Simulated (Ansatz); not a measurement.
The system is BC7.

```
C B
1.0
     2.53582    0.00000    0.00000
    -1.26791    2.19608    0.00000
     0.00000    0.00000    8.52227
C B
7 1
Direct
  0.66667 0.33333 0.23909
  0.66667 0.33333 0.06355
  0.66667 0.33333 0.57353
  0.66667 0.33333 0.75496
  0.33333 0.66667 0.81628
  0.33333 0.66667 0.00002
  0.00000 0.00000 0.51218
  0.00000 0.00000 0.32287
```

The cell comes from a database or a generator and needn't be the stable form of this composition.

* Program: Ansatz 0.2.0
* Task: single point
* Functional: PBE
* Potentials or basis: Ansatz PAW
* Cutoff: 420 eV (not typed: the program's choice for these potentials)
* k mesh: 12 × 12 × 3
* Occupations: fermi-dirac, width 0.05 eV
* Spin: no spin polarisation

On this cell: pressure -0.5 GPa; largest force 0.078 eV/Å; band gap on the k mesh none (metal or under the smearing width).

The same run follows on a disturbed copy (atoms moved at random, drawn with an rms of 0.05 Å):

```xyz
8
Lattice="2.5358 0.0000 0.0000 -1.2679 2.1961 0.0000 0.0000 0.0000 8.5223" Properties=species:S:1:pos:R:3 pbc="T T T"
C     1.3073    0.7604    2.0088
C     1.2831    0.7434    0.5446
C     1.2452    0.7014    4.9519
C     1.2619    0.7065    6.3618
C    -0.0064    1.4771    6.9384
C     0.0186    1.4802    0.0224
C    -0.0460    0.0015    4.3317
B     0.0355    0.0415    2.7152
```

Q: What changes?

A: The energy (extrapolated to zero smearing) moves by +53.2 meV/atom; pressure 2.5 GPa; largest force 5.263 eV/Å; band gap on the k mesh none (metal or under the smearing width).

Forces in eV/Å, atoms in the order of the input:
```
C   -0.236 -0.018  0.901
C    0.197  0.208 -0.443
C   -0.157  0.514 -5.236
C   -0.150  0.892  4.471
C    0.215 -0.859  0.139
C   -0.237 -0.132 -1.794
C    0.727 -0.263  1.432
B   -0.358 -0.342  0.531
```

Stress tensor (GPa, compression positive):
```
 0.03 -0.66 -0.60
-0.66 -0.90 -0.60
-0.60 -0.60  8.42
```
